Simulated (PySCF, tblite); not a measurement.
# CH8Al3N3O, a small molecule taken as a stand-in for a surface group (aluminium nitride ring): NMR shifts, core binding energies and electronic excitations

Wanted: the NMR shifts, core binding energies and electronic excitations for `C[O][Al]1[NH][AlH][NH][AlH][NH]1`.

Computed with tblite 0.8.0 and PySCF 2.14.0; each step states its level. No surroundings beyond the atoms listed, unless a continuum is named. Atoms count from 0, parts from 1.

## Step 1: Starting point

16 atoms, charge 0, multiplicity 1; geometry: distance geometry start.

## Step 2: Geometry optimisation with GFN2-xTB

Job settings and geometry (Å):

```
{"job": {"kind": "relax", "xc": "GFN2-xTB", "basis": "xTB"}, "charge": 0, "multiplicity": 1}
N      1.784133    -0.342977     2.290542
Al     0.595516    -1.851565     2.292887
N     -0.875519    -1.747546     1.042640
Al    -1.630984    -0.007206     0.791719
N     -0.412956     1.443242     0.694759
Al     1.445239     1.023024     0.991704
O      2.520555     0.959793    -0.548717
C      2.103860     0.571772    -1.806959
H      2.752203    -0.577429     2.482222
H      0.260678    -2.445516     3.652879
H     -0.798094    -2.349147     0.226281
H     -2.925437     0.230601     1.533673
H     -0.590725     2.141795    -0.027604
H      1.057114     0.612133    -1.853607
H      2.518925     1.231297    -2.508044
H      2.407833    -0.368433    -2.005457
```

With the program's defaults for keys left out, this is: GFN2-xTB geometry optimisation, gas phase.

On the command line:

```
OMP_NUM_THREADS=1 python cluster_run.py task.json out
```

This one command runs all jobs of the session in turn.

**Question.** The jobs that follow are: PBE0-D3(BJ)/def2-SVP geometry optimisation, gas phase; GIAO PBE0/pcSseg-1 NMR shielding, non-relativistic, gas phase; delta-SCF UKS SCAN, pcX-2 on the ionised atom, pcseg-1 elsewhere, spin-free X2C; TDDFT CAM-B3LYP/def2-SVPD, vertical, gas phase, core orbitals frozen in the response. Predict: point group; rotational constants (main isotopes); $^{13}$C shifts against TMS (PBE0/pcSseg-1); $^{1}$H shifts against TMS (PBE0/pcSseg-1); $^{15}$N shifts against NH3 (PBE0/pcSseg-1); $^{27}$Al shifts against AlH4- (PBE0/pcSseg-1); $^{17}$O shifts against H2O (PBE0/pcSseg-1); N1s binding energies, SCAN/pcX-2 (standing for 2 of 3 atoms); Al2p binding energies, SCAN/pcX-2 (standing for 2 of 3 atoms); O1s binding energies, SCAN/pcX-2; lowest singlet (CAM-B3LYP/def2-SVPD); brightest single state of those computed; lowest triplet; vertical ionisation energy (ΔSCF).

As calculated:

| quantity | value |
| --- | --- |
| point group | C1 |
| rotational constants (main isotopes) | 2.13, 0.77, 0.57 GHz |
| $^{13}$C shifts against TMS (PBE0/pcSseg-1) | 53.4 ppm |
| $^{1}$H shifts against TMS (PBE0/pcSseg-1) | 4.50, 4.48, 3.93, 3.90, 3.85, 1.42, 0.81, 0.75 ppm |
| $^{15}$N shifts against NH3 (PBE0/pcSseg-1) | 60.2, 35.1, 34.9 ppm |
| $^{27}$Al shifts against AlH4- (PBE0/pcSseg-1) | 104.8, 104.5, 51.8 ppm |
| $^{17}$O shifts against H2O (PBE0/pcSseg-1) | 3.8 ppm |
| N1s binding energies, SCAN/pcX-2 (standing for 2 of 3 atoms) | N4 403.18, N0 403.13 eV |
| Al2p binding energies, SCAN/pcX-2 (standing for 2 of 3 atoms) | Al5 79.82, Al1 79.74 eV |
| O1s binding energies, SCAN/pcX-2 | O6 537.22 eV |
| lowest singlet (CAM-B3LYP/def2-SVPD) | 5.78 eV (215 nm), f = 0.000 |
| brightest single state of those computed | state 6, 6.74 eV, f = 0.159 |
| lowest triplet | 5.48 eV |
| vertical ionisation energy (ΔSCF) | 9.27 eV |

**Reading.** The start of the PBE0/def2-SVP relaxation was shaken at random by about 0.01 Å, so part of the energy gained, and of the first lengths quoted, undoes that. Relaxing lowered the energy by 0.294 eV in 24 steps; the close pair that moved most is N0–Al5, from 1.847 to 1.785 Å (PBE0/def2-SVP). Hydrogens of an XH3 group are listed apart at this fixed geometry; free rotation makes them one line at their mean. At PBE0/pcSseg-1: The largest span, 132 ppm, is at N2, where the paramagnetic term is -116 ppm. At SCAN/pcX-2: the N1s levels computed lie within 0.05 eV of one another, too close to rank. Only 2 of the 3 N atoms are covered by sound results. At SCAN/pcX-2: Al5 (aluminium bonded to 2 N, O) binds its Al2p electron 0.08 eV more tightly than Al1 (aluminium bonded to 2 N, H). Only 2 of the 3 Al atoms are covered by sound results. The first singlet state (HOMO−1→LUMO 0.65, HOMO→LUMO 0.22) lies at 5.78 eV and is dark; of the 6 states computed, the strongest absorption comes from state 6 at 6.74 eV (the last computed, so partners may be missing). The lowest triplet lies 0.29 eV below the lowest singlet (triplets in Tamm-Dancoff, singlets in full TDDFT). The orbital energy would give 8.65 eV for ionisation, ΔSCF gives 9.27 eV. A capped cluster stands for the solid here, so long-range fields and strain are missing, and bands or shifts of the capping hydrogens have no counterpart in it.
